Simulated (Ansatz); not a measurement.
The system is Nb2B.

```xyz
3
Lattice="4.4076 0.0000 0.0000 -2.2038 3.8171 0.0000 0.0000 0.0000 2.6686" Properties=species:S:1:pos:R:3 pbc="T T T"
Nb    0.0000    2.5447    1.3343
Nb    2.2038    1.2724    1.3343
B     0.0000    0.0000    0.0000
```

The cell was built by a generator and needn't be a form met in nature.

Base run:

| Item | Value |
| --- | --- |
| Program | Ansatz 0.2.0 |
| Functional | r2SCAN |
| Potentials or basis | Ansatz PAW |
| Cutoff | 500 eV (not typed: the program's choice for these potentials) |
| k mesh | 7 × 7 × 10 |
| Occupations | fermi-dirac, width 0.05 eV |
| Spin | no spin polarisation |

Its results: band gap on the k mesh none (metal or under the smearing width); pressure -1.2 GPa.

**Question.** The run is repeated on the same cell with these changes: hubbard terms from none to Nb d U = 3 eV; hubbard projectors from none to ortho-atomic (the default). What comes out?

**Answer.** Band gap on the k mesh none (metal or under the smearing width); pressure 2.1 GPa.

Caveats: the PAW data sets come from PBE, with cores solved anew for the run's functional, which leaves a small shift of forces and pressure; U without spin polarisation on a metal has little footing (some runs); the U is typed as a test and isn't derived for this compound (some runs).
